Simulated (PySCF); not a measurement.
# Dy (Dy2+): the cost of one run

Programs: PySCF 2.14.0, with routines of our own; each step states its level. All values are computed. Atoms count from 0.

## (1) The system as given

1 atom, charge 2, states of the metal's open shell are computed; geometry from: free ion.

## (2) Ligand-field states: state-averaged CASSCF

Job settings and geometry (Å):

```
{"job": {"kind": "lf", "basis": {"metal": "x2c-TZVPall", "ligand": "x2c-SVPall"}, "nevpt": false}, "charge": 2, "metal": "Dy", "open_shell": "f10"}
Dy     0.000000     0.000000     0.000000
```

Level: state-averaged CASSCF of the metal f shell, state-interaction spin-orbit coupling.

Run with:

```console
$ OMP_NUM_THREADS=1 python lf_run.py task.json out
```

The driver reads the jobs from task.json and runs them one after another.

Q: Estimate the wall time and peak memory of this first job on 1 thread of Arm Neoverse N1, shared host.

About 21 s, with a peak of 0.35 GiB.
